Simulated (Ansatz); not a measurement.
**SiAsH₂ (quartet): the correlation ladder, cc-pVTZ**

How much of the correlation energy of SiAsH₂ (quartet) does each wave-function method recover here?

Program: Ansatz 0.2.0, Gaussian basis. Level of theory: cc-pVTZ, core rule «outside noble gas», up to 19 orbitals frozen. These are calculated values, not measurements.

The runs, in order: UHF; CCSD(T) on ROHF; CCSD(T) on UHF; BCCD(T) on ROHF; CCSDT(Q) on ROHF; CCSDT(Q) on UHF; CASSCF and MRCISD+Q, 11 electrons in 10 orbitals; CASSCF and NEVPT2, 11 electrons in 10 orbitals.

5 further runs of the same task are left out: 5 set aside as unsound or not needed.

## Step 1: The geometry

The geometry is a PBE0/def2-TZVP stationary point (not a proven minimum). No spin-orbit coupling is included. The filled d shell of As may be among the frozen orbitals whatever the setting's name suggests; the logs give the count.

4 atoms, charge 0, spin multiplicity 4.

Atoms are counted from 1 here; the program's logs count them from 0.

Bond lengths: Si1–As2 2.429 Å, Si1–H3 1.497 Å, As2–H4 1.525 Å. Angles: As2–Si1–H3 114.9°, Si1–As2–H4 92.5°.

## Step 2: UHF

Input file in.yaml:

```yaml
crystal:
  periodic: [false, false, false]
  atoms:
    - {symbol: Si, position_ang: [0.000000, -0.125451, 1.746470]}
    - {symbol: As, position_ang: [0.000000, 0.050822, -0.676507]}
    - {symbol: H, position_ang: [0.000000, 1.182184, 2.474574]}
    - {symbol: H, position_ang: [0.000000, -1.464222, -0.852954]}
basis:
  gaussian: {orbitals: cc-pVTZ}
magnetization: {spin_polarized: true, initial_magnetization: 3}
hamiltonian: {xc: hf}
output: {orbitals: {seedname: orbitals}}
```

Run with:

```
$ ansatz run in.yaml --threads 1 --pin off --events-out ev --progress --plain --max-ram 4096MiB --backend cpu
```

After this run come: CCSD(T) on ROHF; CCSD(T) on UHF; BCCD(T) on ROHF; CCSDT(Q) on ROHF; CCSDT(Q) on UHF; CASSCF and MRCISD+Q, 11 electrons in 10 orbitals; CASSCF and NEVPT2, 11 electrons in 10 orbitals.

Before running them: what should the planned runs give, taken together? Wanted: UCCSDT(Q) below the RHF energy; RMP2 from UCCSDT(Q); UMP2 from UCCSDT(Q); RCCSD from UCCSDT(Q); RCCSD(T) from UCCSDT(Q); UCCSD(T) from UCCSDT(Q); RCCSDT(Q) from UCCSDT(Q); NEVPT2 valence from UCCSDT(Q); MRCISD+Q valence from UCCSDT(Q).

The runs gave:

| quantity | value |
| --- | --- |
| UCCSDT(Q) below the RHF energy | -6.7944 eV |
| RMP2 from UCCSDT(Q) | +1314.3 meV |
| UMP2 from UCCSDT(Q) | +1329.5 meV |
| RCCSD from UCCSDT(Q) | +334.5 meV |
| RCCSD(T) from UCCSDT(Q) | +62.7 meV |
| UCCSD(T) from UCCSDT(Q) | +57.8 meV |
| RCCSDT(Q) from UCCSDT(Q) | +6.5 meV |
| NEVPT2 valence from UCCSDT(Q) | +1334.1 meV |
| MRCISD+Q valence from UCCSDT(Q) | +108.4 meV |
| levels within 1 kcal/mol (43 meV) | RCCSDT, UCCSDT, RCCSDT(Q) |
| T1 diagnostic | 0.030 |
| effectively unpaired electrons | 3.02 |

In words: RCCSD(T) lands +62.7 meV from the yardstick (0.9 % of the correlation energy). One determinant dominates. Of the multireference levels listed MRCISD+Q valence comes nearest in total energy (+108.4 meV), which doesn't show that its space is the better one. These misses are within one basis, not against nature; the frozen cores of restricted and unrestricted runs differ, which can shift their rows.
